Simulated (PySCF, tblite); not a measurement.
# C₄H₁₂F₂Si₂: geometry, infrared bands and NMR shifts

Wanted: the infrared bands and NMR shifts of C₄H₁₂F₂Si₂ (`C[SiH2]C[C@H](CF)[SiH2]F`), by calculation.

Programs: tblite 0.8.0 and PySCF 2.14.0, with density-fitted response routines of our own. Each step states its level of theory. These are calculated values for one molecule in the gas phase, unless marked as measured. Atoms count from 0, in the outputs and in this text.

## (1) The molecule as given

20 atoms, charge 0, multiplicity 1; geometry from: force field or distance geometry start.

Bonds of the start (Å): C0–Si1 1.86, Si1–C2 1.88, C2–C3 1.56, C3–C4 1.54, C4–F5 1.37, C3–Si6 1.90, Si6–F7 1.61, C0–H8 1.09, C0–H9 1.09, C0–H10 1.10, Si1–H11 1.50, Si1–H12 1.48, C2–H13 1.10, C2–H14 1.08, C3–H15 1.12, C4–H16 1.09, C4–H17 1.09, Si6–H18 1.49, Si6–H19 1.47.

## (2) Geometry optimisation with GFN2-xTB

The job: settings as JSON, then the geometry in Å.

```
{"job": {"kind": "relax", "xc": "GFN2-xTB", "basis": "xTB"}, "charge": 0, "multiplicity": 1}
C      3.292800     0.154100    -0.261100
Si     1.631400     0.564700     0.471500
C      0.265900    -0.415400    -0.363900
C     -1.161300    -0.339200     0.252400
C     -2.007800    -1.514900    -0.257200
F     -2.095300    -1.439700    -1.622500
Si    -2.089200     1.303800     0.003600
F     -1.431400     2.377500     1.011100
H      3.515600    -0.912200    -0.160400
H      4.080300     0.715000     0.238400
H      3.306000     0.406000    -1.326700
H      1.631400     0.206700     1.925400
H      1.367100     2.012700     0.348100
H      0.224000    -0.107600    -1.423500
H      0.589300    -1.448200    -0.358800
H     -1.080000    -0.477100     1.360200
H     -1.546600    -2.472100    -0.011200
H     -3.026300    -1.517600     0.138500
H     -3.519200     1.130800     0.379700
H     -1.951700     1.783200    -1.384200
```

Started as:

```bash
$ OMP_NUM_THREADS=1 python probes_run.py task.json out
```

One launch serves the whole session: the jobs run in the order shown.

**Question.** This job is followed by: GFN2-xTB harmonic vibrations, gas phase; GIAO PBE0/pcSseg-1 NMR shielding, non-relativistic, gas phase. Predict these results of the whole session: strongest single infrared mode (GFN2-xTB); zero-point energy (GFN2-xTB); ¹³C shifts against TMS (PBE0/pcSseg-1); ¹H shifts against TMS (PBE0/pcSseg-1, means over atoms taken as alike); ²⁹Si shifts against TMS (PBE0/pcSseg-1); ¹⁹F shifts against CFCl3 (PBE0/pcSseg-1).

**Answer**, as computed:

```
                                                              quantity                                                           value
                             strongest single infrared mode (GFN2-xTB)                                           2319 cm⁻¹, 340 km/mol
                                          zero-point energy (GFN2-xTB)                                                   92.2 kcal/mol
                                ¹³C shifts against TMS (PBE0/pcSseg-1)                                      93.7, 32.8, 17.3, -6.0 ppm
¹H shifts against TMS (PBE0/pcSseg-1, means over atoms taken as alike)  5.31, 5.16, 5.11, 4.64, 4.47, 4.16, 1.58, 1.08, 0.86, 0.15 ppm
                               ²⁹Si shifts against TMS (PBE0/pcSseg-1)                                                 15.9, -40.8 ppm
                              ¹⁹F shifts against CFCl3 (PBE0/pcSseg-1)                                              -221.8, -249.8 ppm
```

What this shows: Over 93 steps the energy fell by 0.149 eV; of the close pairs, C0–Si1 changed most, 1.862 to 1.899 Å. No mode is imaginary among the 54: a minimum at this level. The strongest single mode, at 2319 cm⁻¹, moves mainly H18. GFN2-xTB is a fitted tight-binding method: band positions and strengths are rough. Its intensities can rank the bands wrongly. C4 (sp3 CH2 bonded to F) lies farthest downfield among carbon, at 93.7 ppm; pulled downfield by the heteroatom. At PBE0/pcSseg-1: Shielding is most anisotropic at F5 (span 110 ppm, paramagnetic term -55 ppm).
